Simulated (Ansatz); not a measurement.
**CNTe radical: single points off equilibrium**

A test off equilibrium: a structure displaced at random from a GFN2-xTB minimum is computed at several levels, and each is set against CCSD(T).

The runs use Ansatz 0.2.0, Gaussian basis; single points in def2-TZVPP.

Correlated methods freeze the cores. Filled d shells of the heavier atoms are correlated. Core potentials replace the inner electrons past krypton, and spin-orbit coupling is left out. Orbitals are unrestricted. B3LYP uses VWN-RPA correlation.

## (1) The starting structure

SMILES `[C]1=N[Te]1`, 3 atoms, charge 0, spin multiplicity 2.

Atoms are counted from 1 here; the program's logs count them from 0.

Bond lengths: C1–N2 1.251 Å, C1–Te3 2.199 Å, N2–Te3 2.083 Å. Angles: N2–C1–Te3 68.0°, C1–N2–Te3 78.2°, C1–Te3–N2 33.8°.

As a file:

```xyz
3

C    -0.8565    0.0895   -0.4532
N    -0.0373    0.8892    0.0513
Te    0.9099   -0.9407    0.3547
```

## (2) CCSD(T)/def2-TZVPP

Input file run/in.yaml:

```yaml
crystal:
  periodic: [false, false, false]
  atoms:
    - {symbol: C, position_ang: [-0.856500, 0.089500, -0.453200]}
    - {symbol: N, position_ang: [-0.037300, 0.889200, 0.051300]}
    - {symbol: Te, position_ang: [0.909900, -0.940700, 0.354700]}
basis:
  gaussian: {orbitals: def2-TZVPP}
magnetization: {spin_polarized: true, initial_magnetization: 1}
correlation: {method: ccsd_t}
scf: {omitted_lower_state_checks: [cluster_reference]}
output: {forces: true}
```

The command line of these runs was not kept.

## (3) PBE0-D4/def2-TZVPP

Edit run/in.yaml of step 2 so:

```diff
@@ -9,4 +9,3 @@
 magnetization: {spin_polarized: true, initial_magnetization: 1}
-correlation: {method: ccsd_t}
-scf: {omitted_lower_state_checks: [cluster_reference]}
-output: {forces: true}
+hamiltonian: {xc: pbe0, dispersion: d4}
+output: {forces: true, orbitals: {seedname: orbitals}}
```

## (4) wB97M-V/def2-TZVPP

Edit run/in.yaml of step 3 so:

```diff
@@ -9,3 +9,3 @@
 magnetization: {spin_polarized: true, initial_magnetization: 1}
-hamiltonian: {xc: pbe0, dispersion: d4}
-output: {forces: true, orbitals: {seedname: orbitals}}
+hamiltonian: {xc: {name: wB97M-V}}
+output: {forces: true}
```

## (5) r2SCAN-D4/def2-TZVPP

Edit run/in.yaml of step 4 so:

```diff
@@ -9,3 +9,3 @@
 magnetization: {spin_polarized: true, initial_magnetization: 1}
-hamiltonian: {xc: {name: wB97M-V}}
+hamiltonian: {xc: r2scan, dispersion: d4}
 output: {forces: true}
```

## (6) PBE-D4/def2-TZVPP

Edit run/in.yaml of step 5 so:

```diff
@@ -9,3 +9,3 @@
 magnetization: {spin_polarized: true, initial_magnetization: 1}
-hamiltonian: {xc: r2scan, dispersion: d4}
+hamiltonian: {xc: pbe, dispersion: d4}
 output: {forces: true}
```

## (7) B3LYP-D4/def2-TZVPP

Edit run/in.yaml of step 6 so:

```diff
@@ -9,3 +9,3 @@
 magnetization: {spin_polarized: true, initial_magnetization: 1}
-hamiltonian: {xc: pbe, dispersion: d4}
+hamiltonian: {xc: {name: B3LYP}, dispersion: d4}
 output: {forces: true}
```

## (8) LC-wPBE/def2-TZVPP

Edit run/in.yaml of step 7 so:

```diff
@@ -9,3 +9,3 @@
 magnetization: {spin_polarized: true, initial_magnetization: 1}
-hamiltonian: {xc: {name: B3LYP}, dispersion: d4}
+hamiltonian: {xc: {name: LC-wPBE}}
 output: {forces: true}
```

(Steps that only read results are left out.)

Q: Predict the outcome of this session. Wanted: energy less free atoms, CCSD(T)/def2-TZVPP; RMS force component; RMS force error; HOMO and LUMO, PBE0-D4; T1 diagnostic.

The runs gave:

```
                                  quantity                                                                                            value
energy less free atoms, CCSD(T)/def2-TZVPP                                                                                        -9.562 eV
                       RMS force component                                                             0.684 to 1.634 eV/Å over the methods
                           RMS force error  PBE0-D4 0.453, wB97M-V 0.680, r2SCAN-D4 0.213, PBE-D4 0.241, B3LYP-D4 0.407, LC-wPBE 0.937 eV/Å
                    HOMO and LUMO, PBE0-D4                                                                               -6.96 and -4.42 eV
                             T1 diagnostic                                                                                            0.018
```

In words: Against CCSD(T) the functionals' energies less atoms differ by -1.601 to -0.330 eV, PBE-D4 by -1.601 eV. A larger basis would deepen the CCSD(T) value, while the functionals are nearly converged already, so the order here is not reliable. On forces the order runs from r2SCAN-D4 to LC-wPBE. Frozen-core CCSD(T) forces in triple zeta carry basis errors of their own, and this is one geometry, so small gaps rank nothing.
